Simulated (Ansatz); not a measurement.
# BrH5O2Si2: up Jacob's ladder to CCSD(T)

How much do the methods differ for BrH5O2Si2? The plan is to run it at one geometry with functionals of several rungs and with coupled cluster, and see how far each lands from CCSD(T) at the basis-set limit for the atomisation energy.

Method: functionals in def2-TZVPP, the program's frozen cores in correlated methods; program: Ansatz 0.2.0, Gaussian basis.

The runs, in order: LDA (SPW92), PBE-D4, revPBE-D4, BLYP-D4, r2SCAN-D4, B97M-V, PBE0-D4, B3LYP-D4, r2SCANh-D4, r2SCAN0-D4, HSE06-D4, BHLYP-D4, CAM-B3LYP-D4, LC-ωPBE, ωB97X-V, ωB97M-V, B2PLYP, PBE-QIDH; CCSD(T)/def2-SVP; CCSD(T)/def2-TZVPP; MP2/def2-QZVPP; extrapolation to the limit; RPA on PBE.

### 1 Structure used throughout

All runs share one geometry, relaxed beforehand with PBE0-D4 in a triple-zeta def2 set.

SMILES `O[Si](O)([SiH3])Br`, 10 atoms, charge 0, spin multiplicity 1.

Atoms are counted from 1 here; the program's logs count them from 0.

Bond lengths: O1–Si2 1.627 Å, O1–H6 0.960 Å, Si2–O3 1.638 Å, Si2–Si4 2.331 Å, Si2–Br5 2.247 Å, O3–H7 0.959 Å, Si4–H8 1.487 Å, Si4–H9 1.485 Å, Si4–H10 1.486 Å. Angles: Si2–O1–H6 118.3°, O1–Si2–O3 108.8°, O1–Si2–Si4 107.7°, O1–Si2–Br5 111.0°, O3–Si2–Si4 115.0°, O3–Si2–Br5 106.4°, Si4–Si2–Br5 108.1°, Si2–O3–H7 117.5°, Si2–Si4–H8 108.2°, Si2–Si4–H9 109.7°, Si2–Si4–H10 110.4°, H8–Si4–H9 109.4°, H8–Si4–H10 109.3°, H9–Si4–H10 109.8°.

### 2 LDA

This LDA is Slater exchange with PW92 correlation.

Contents of in.yaml:

```yaml
crystal:
  periodic: [false, false, false]
  atoms:
    - {symbol: O, position_ang: [-0.660928, 1.461105, 1.111304]}
    - {symbol: Si, position_ang: [-0.349670, 0.521439, -0.180127]}
    - {symbol: O, position_ang: [0.502199, 1.394273, -1.273395]}
    - {symbol: Si, position_ang: [0.715235, -1.406155, 0.585037]}
    - {symbol: Br, position_ang: [-2.251667, -0.094060, -1.205323]}
    - {symbol: H, position_ang: [-1.044622, 2.328598, 0.962124]}
    - {symbol: H, position_ang: [0.354110, 1.206357, -2.201946]}
    - {symbol: H, position_ang: [1.006560, -2.272860, -0.587155]}
    - {symbol: H, position_ang: [-0.177424, -2.130450, 1.524931]}
    - {symbol: H, position_ang: [1.989406, -1.059346, 1.267448]}
basis:
  gaussian: {orbitals: def2-TZVPP}
hamiltonian: {xc: lda}
output: {orbitals: {seedname: orbitals}}
```

The run is started by

```console
$ ansatz run in.yaml --threads 4 --pin off --events-out ev --progress --plain --max-ram 10444MiB
```

Further steps of the session: PBE-D4 (GGA); revPBE-D4 (GGA); BLYP-D4 (GGA); r2SCAN-D4 (meta-GGA); B97M-V (meta-GGA); PBE0-D4 (hybrid); B3LYP-D4 (hybrid); r2SCANh-D4 (hybrid); r2SCAN0-D4 (hybrid); HSE06-D4 (hybrid); BHLYP-D4 (hybrid); CAM-B3LYP-D4 (range-separated); LC-ωPBE (range-separated); ωB97X-V (range-separated); ωB97M-V (range-separated); B2PLYP (double hybrid); PBE-QIDH (double hybrid); CCSD(T) in def2-SVP; CCSD(T) in def2-TZVPP; MP2 in def2-QZVPP; RPA on PBE orbitals.

Q: Predict the results of all the runs planned. Wanted: atomisation energy, CCSD(T)/CBS; farthest beyond LDA; mean size of error, GGA; mean size of error, meta-GGA; mean size of error, hybrid; mean size of error, range-separated; mean size of error, double hybrid; gap, smallest and largest; T1 diagnostic.

As calculated:

| quantity | value |
| --- | --- |
| atomisation energy, CCSD(T)/CBS | 35.885 eV |
| functionals within 0.359 eV (1.0 %) | PBE-D4, r2SCAN-D4, B97M-V, CAM-B3LYP-D4, ωB97X-V, ωB97M-V |
| farthest beyond LDA | BHLYP-D4 (-1.452 eV) |
| mean size of error, GGA | 0.582 eV |
| mean size of error, meta-GGA | 0.216 eV |
| mean size of error, hybrid | 0.777 eV |
| mean size of error, range-separated | 0.356 eV |
| mean size of error, double hybrid | 0.805 eV |
| gap, smallest and largest | 5.95 eV (LDA (SPW92)), 12.85 eV (LC-ωPBE) |
| T1 diagnostic | 0.0108 |
| triples share of the correlation energy | 3.4 % |

What this shows: LDA overbinds by 4.599 eV (13 %). PBE-D4 is off by -0.129 eV. Double hybrids carry the basis error of their MP2 part in triple zeta, and no dispersion term here, so their miss is partly the set-up's. The rungs meta-GGA, range-separated miss on average by less than the doubt on the reference (0.359 eV), so they tie. The reference freezes the cores and leaves out relativity and excitations past (T), and its outer-core shells are covered unevenly, so misses under about 0.359 eV can't be ranked. All levels share the lack of spin-orbit coupling, which lowers the free heavy atoms and so the true binding. Hartree-Fock recovers 72 % of the binding; the rest is correlation. CCSD(T) in def2-SVP is off by -3.382 eV, which most functionals beat. The gap grows from 6.0 to 12.8 eV across the functionals, mostly with the share of exact exchange. Correlated methods include outer-core shells of Br, which these sets cover unevenly.
